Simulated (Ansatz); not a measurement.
**C3H6SSi: small, medium and large basis sets**

An exercise on one series of results from a longer session: the logs are not shown, and one member is left open.

The runs use Ansatz 0.2.0, Gaussian basis; one geometry, several basis sets.

Levels to be run: PBE0-D4/def2-SVP; ωB97M-V/def2-SVP; PBE0-D4/def2-QZVPP; ωB97M-V/def2-QZVPP; the functionals' def2-TZVPP values are taken from earlier runs.

## The geometry

The geometry comes from an earlier relaxation with PBE0-D4 in a triple-zeta def2 set; it is a stationary point, not always the lowest conformer.

SMILES `C[SiH]1C=CS1`, 11 atoms, charge 0, spin multiplicity 1.

Atoms are counted from 1 here; the program's logs count them from 0.

Bond lengths: C1–Si2 1.858 Å, C1–H6 1.094 Å, C1–H7 1.091 Å, C1–H8 1.093 Å, Si2–C3 1.844 Å, Si2–S5 2.179 Å, Si2–H9 1.487 Å, C3–C4 1.342 Å, C3–H10 1.082 Å, C4–S5 1.781 Å, C4–H11 1.088 Å. Angles: Si2–C1–H6 110.2°, Si2–C1–H7 110.5°, Si2–C1–H8 110.6°, H6–C1–H7 108.7°, H6–C1–H8 108.0°, H7–C1–H8 108.7°, C1–Si2–C3 119.6°, C1–Si2–S5 115.2°, C1–Si2–H9 110.4°, C3–Si2–S5 80.3°, C3–Si2–H9 116.1°, S5–Si2–H9 112.1°, Si2–C3–C4 94.6°, Si2–C3–H10 140.0°, C4–C3–H10 125.3°, C3–C4–S5 112.4°, C3–C4–H11 128.5°, S5–C4–H11 119.1° and more.

Set-up of the first run:

Contents of in.yaml:

```yaml
crystal:
  periodic: [false, false, false]
  atoms:
    - {symbol: C, position_ang: [-1.032095, 0.763557, -1.304261]}
    - {symbol: Si, position_ang: [0.402333, -0.128131, -0.529720]}
    - {symbol: C, position_ang: [0.142781, -1.101701, 1.014623]}
    - {symbol: C, position_ang: [0.912590, -0.307649, 1.774442]}
    - {symbol: S, position_ang: [1.593654, 1.058294, 0.855822]}
    - {symbol: H, position_ang: [-1.676103, 0.055623, -1.833785]}
    - {symbol: H, position_ang: [-1.623757, 1.271930, -0.541160]}
    - {symbol: H, position_ang: [-0.680449, 1.504427, -2.026395]}
    - {symbol: H, position_ang: [1.238936, -0.773163, -1.576207]}
    - {symbol: H, position_ang: [-0.367213, -1.991989, 1.357055]}
    - {symbol: H, position_ang: [1.154722, -0.408296, 2.829987]}
basis:
  gaussian: {orbitals: def2-SVP}
hamiltonian: {xc: pbe0, dispersion: d4}
output: {orbitals: {seedname: orbitals}}
```

Steps of the session up to this table: PBE0-D4 in def2-SVP; ωB97M-V in def2-SVP; PBE0-D4 in def2-QZVPP; ωB97M-V in def2-QZVPP.

One table of the session follows, with a row left open; its other results are not shown here.

It belongs to the step «Density functionals: the series». 

```
functional       basis  HOMO (eV)  LUMO (eV)
   PBE0-D4    def2-SVP          ?          ?
   PBE0-D4  def2-TZVPP      -6.36      -0.49
   PBE0-D4  def2-QZVPP      -6.39      -0.55
   ωB97M-V    def2-SVP      -8.37       1.85
   ωB97M-V  def2-TZVPP      -8.47       1.53
   ωB97M-V  def2-QZVPP      -8.50       1.28
```

Estimate the missing values for PBE0-D4, def2-SVP.

The run gave: HOMO (eV): -6.29; LUMO (eV): -0.31. In the column «HOMO (eV)» it is the highest.
